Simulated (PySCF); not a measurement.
# C₇H₄FNSe: magnetic properties

Aim: compute the magnetic properties of C₇H₄FNSe (`N#CC#CC1=C[Se]C[C@@H]1F`).

Computed with PySCF 2.14.0 and routines of our own; the level stands in each step. Atoms count from 0.

### Step 1. The system as given

14 atoms, charge 0, multiplicity 1; geometry from: GFN2-xTB.

### Step 2. Magnetic properties: GIAO KT3/pcSseg-1

Job settings and geometry (Å):

```
{"job": {"kind": "mag", "xc": "KT3", "basis": "pcSseg-1", "isotopologues": 0}, "charge": 0, "multiplicity": 1}
N      4.943490    -1.277048     0.117988
C      3.852578    -0.911927     0.150044
C      2.565872    -0.482787     0.177850
C      1.419067    -0.081999     0.205062
C      0.088732     0.330236     0.201769
C     -0.353019     1.485705     0.735544
Se    -2.178600     1.810244     0.579913
C     -2.279276     0.171388    -0.524828
C     -0.971300    -0.592387    -0.359576
F     -1.160770    -1.640437     0.526800
H      0.278452     2.210594     1.221972
H     -3.121258    -0.437135    -0.196377
H     -2.431795     0.477897    -1.559788
H     -0.652851    -1.062818    -1.298538
```

Level: GIAO KT3/pcSseg-1 magnetisability, rotational g tensor and spin-rotation constants, non-relativistic, gas phase.

On the command line:

```
OMP_NUM_THREADS=1 python excited_run.py task.json out
```

The driver reads the jobs from task.json and runs them one after another.

The log of the run:

```text
coarse grid: 63904 points
cycle   1  E = -2839.9977048946  dE =  5.682e-01  |g| = 8.602e-01  |ddm| = 4.402e+00
cycle   2  E = -2839.5431112051  dE =  4.546e-01  |g| = 1.601e+00  |ddm| = 2.941e+00
cycle   3  E = -2840.0245454560  dE = -4.814e-01  |g| = 5.768e-01  |ddm| = 2.456e+00
cycle   4  E = -2840.0941981210  dE = -6.965e-02  |g| = 2.857e-01  |ddm| = 6.991e-01
cycle   5  E = -2840.1128952412  dE = -1.870e-02  |g| = 1.087e-01  |ddm| = 3.665e-01
cycle   6  E = -2840.1154143216  dE = -2.519e-03  |g| = 5.194e-02  |ddm| = 1.308e-01
cycle   7  E = -2840.1159923091  dE = -5.780e-04  |g| = 1.480e-02  |ddm| = 5.223e-02
cycle   8  E = -2840.1160289594  dE = -3.665e-05  |g| = 7.724e-03  |ddm| = 2.026e-02
cycle   9  E = -2840.1160451422  dE = -1.618e-05  |g| = 2.605e-03  |ddm| = 1.089e-02
cycle  10  E = -2840.1160471086  dE = -1.966e-06  |g| = 6.254e-04  |ddm| = 3.371e-03
final grid: 135616 points
cycle  11  E = -2840.1160615650  dE =  2.220e-07  |g| = 1.204e-03  |ddm| = 4.152e-03
cycle  12  E = -2840.1160595991  dE =  1.966e-06  |g| = 2.923e-03  |ddm| = 4.316e-03
cycle  13  E = -2840.1160617364  dE = -2.137e-06  |g| = 8.340e-04  |ddm| = 3.316e-03
cycle  14  E = -2840.1160619271  dE = -1.907e-07  |g| = 1.162e-04  |ddm| = 7.661e-04
cycle  15  E = -2840.1160619304  dE = -3.328e-09  |g| = 3.545e-05  |ddm| = 1.580e-04
cycle  16  E = -2840.1160619308  dE = -3.538e-10  |g| = 6.250e-06  |ddm| = 4.482e-05
converged SCF energy = -2840.1160619308

Magnetisability tensor (1e-30 J/T^2)
    -1572.14       61.48       47.09
       61.48    -1485.34       95.52
       47.09       95.52    -1519.69
isotropic -1525.72   principal values   -1604.46  -1597.63  -1375.08
isotropic susceptibility -91.881 1e-6 cm^3/mol

Inertial axes            a          b          c
rot. const./GHz      2.4784     0.3953     0.3514
chi total           -96.568    -85.259    -93.818
chi diamagnetic    -569.834  -2764.833  -3100.445
chi paramagnetic    473.267   2679.574   3006.627
quadrupole/D A      -29.332     16.348     12.984
g nuclear            0.5254     0.4864     0.4882
g electronic        -0.5510    -0.4976    -0.4964
g total             -0.0257    -0.0112    -0.0082

Spin-rotation constants (kHz, H = +C I.J)
atom  isotope        aa         bb         cc
  0    14N        0.079      0.086      0.078
  9    19F        1.925      0.302      0.407
 10     1H       -0.199      0.032     -0.036
 11     1H       -0.146     -0.009     -0.031
 12     1H       -0.228     -0.043      0.012
 13     1H       -0.143     -0.021     -0.003
  1    13C*       0.026      0.155      0.139
  2    13C*       0.299      0.099      0.100
  3    13C*       0.011      0.136      0.119
  4    13C*       0.821      0.129      0.070
  5    13C*       1.040      0.169      0.071
  6   77Se*       4.420      0.775      0.764
  7    13C*       0.382      0.073      0.075
  8    13C*       0.690      0.106      0.093
* in the singly substituted isotopologue
```

Run time: 56 s. Hardware: 1 thread of Arm Neoverse V2, shared host; peak memory 0.82 GiB.

In short:

| quantity | value |
| --- | --- |
| magnetisability | -1526·10⁻³⁰ J/T² |
| molar susceptibility | -91.9·10⁻⁶ cm³/mol |
| rotational g (a, b, c) | -0.0257, -0.0112, -0.0082 |

### Step 3. Magnetic properties: GIAO KT2/STO-3G

Job settings and geometry (Å):

```
{"job": {"kind": "mag", "xc": "KT2", "basis": "STO-3G", "scf": {"max_cycle": 71}}, "charge": 0, "multiplicity": 1}
N      4.795185    -1.238737     0.114448
C      3.737001    -0.884569     0.145543
C      2.488896    -0.468303     0.172515
C      1.376495    -0.079539     0.198910
C      0.086070     0.320329     0.195716
C     -0.342428     1.441134     0.713478
Se    -2.113242     1.755937     0.562516
C     -2.210898     0.166246    -0.509083
C     -0.942161    -0.574615    -0.348789
F     -1.125947    -1.591224     0.510996
H      0.270098     2.144276     1.185313
H     -3.027620    -0.424021    -0.190486
H     -2.358841     0.463560    -1.512994
H     -0.633265    -1.030933    -1.259582
```

Level: GIAO KT2/STO-3G magnetisability, rotational g tensor and spin-rotation constants, non-relativistic, gas phase.

The log of the run:

```text
final grid: 135616 points
cycle   1  E = -2809.4357786112  dE = -5.643e-01  |g| = 6.552e-01  |ddm| = 5.960e+00
cycle   2  E = -2808.7637991156  dE =  6.720e-01  |g| = 1.454e+00  |ddm| = 3.523e+00
cycle   3  E = -2809.5929777143  dE = -8.292e-01  |g| = 2.392e-01  |ddm| = 2.648e+00
cycle   4  E = -2809.6000707835  dE = -7.093e-03  |g| = 1.920e-01  |ddm| = 5.442e-01
cycle   5  E = -2809.6094588380  dE = -9.388e-03  |g| = 9.813e-02  |ddm| = 4.044e-01
cycle   6  E = -2809.6129727274  dE = -3.514e-03  |g| = 2.536e-02  |ddm| = 1.610e-01
cycle   7  E = -2809.6131526217  dE = -1.799e-04  |g| = 7.806e-03  |ddm| = 4.232e-02
cycle   8  E = -2809.6131720648  dE = -1.944e-05  |g| = 2.280e-03  |ddm| = 1.310e-02
cycle   9  E = -2809.6131737859  dE = -1.721e-06  |g| = 6.590e-04  |ddm| = 4.117e-03
cycle  10  E = -2809.6131739206  dE = -1.347e-07  |g| = 2.010e-04  |ddm| = 1.187e-03
cycle  11  E = -2809.6131739388  dE = -1.819e-08  |g| = 2.214e-05  |ddm| = 3.940e-04
cycle  12  E = -2809.6131739390  dE = -1.755e-10  |g| = 7.730e-06  |ddm| = 6.058e-05
converged SCF energy = -2809.6131739390

Magnetisability tensor (1e-30 J/T^2)
    -1564.59       49.34       25.25
       49.34    -1474.31       66.09
       25.25       66.09    -1513.10
isotropic -1517.33   principal values   -1586.67  -1559.38  -1405.95
isotropic susceptibility -91.376 1e-6 cm^3/mol

Inertial axes            a          b          c
rot. const./GHz      2.6341     0.4201     0.3735
chi total           -95.504    -85.982    -92.642
chi diamagnetic    -532.677  -2598.002  -2914.272
chi paramagnetic    437.173   2512.020   2821.630
quadrupole/D A      -27.936     15.132     12.804
g nuclear            0.5254     0.4864     0.4882
g electronic        -0.5410    -0.4958    -0.4951
g total             -0.0156    -0.0094    -0.0069

Spin-rotation constants (kHz, H = +C I.J)
atom  isotope        aa         bb         cc
  0    14N        0.054      0.061      0.055
  9    19F        0.161      0.118      0.330
 10     1H       -0.254      0.024     -0.043
 11     1H       -0.233     -0.017     -0.037
 12     1H       -0.306     -0.050      0.005
 13     1H       -0.234     -0.032     -0.007
  1    13C*       0.021      0.091      0.082
  2    13C*       0.249      0.055      0.056
  3    13C*       0.011      0.078      0.067
  4    13C*       0.495      0.081      0.032
  5    13C*       0.714      0.115      0.029
  6   77Se*       1.845      0.313      0.313
  7    13C*       0.140      0.032      0.038
  8    13C*       0.395      0.057      0.049
* in the singly substituted isotopologue
```

It took 14 s on 1 thread of Arm Neoverse V2, shared host; peak memory 0.54 GiB.

It converged, yet the result is unsound: all coordinates were scaled by 0.97; the basis STO-3G is minimal.

### Step 4. Outcome

```
                                          quantity                               value
       magnetisability (step 2, GIAO KT3/pcSseg-1)                    -1526·10⁻³⁰ J/T²
  molar susceptibility (step 2, GIAO KT3/pcSseg-1)                  -91.9·10⁻⁶ cm³/mol
rotational g (a, b, c) (step 2, GIAO KT3/pcSseg-1)           -0.0257, -0.0112, -0.0082
                                              runs  0 failed, 1 ended on unsound input
```

**Reading.** Steps that list no spin-orbit terms leave them out, which matters at and beside the heavy atoms. Vibrational averaging and real surroundings are missing from these values.
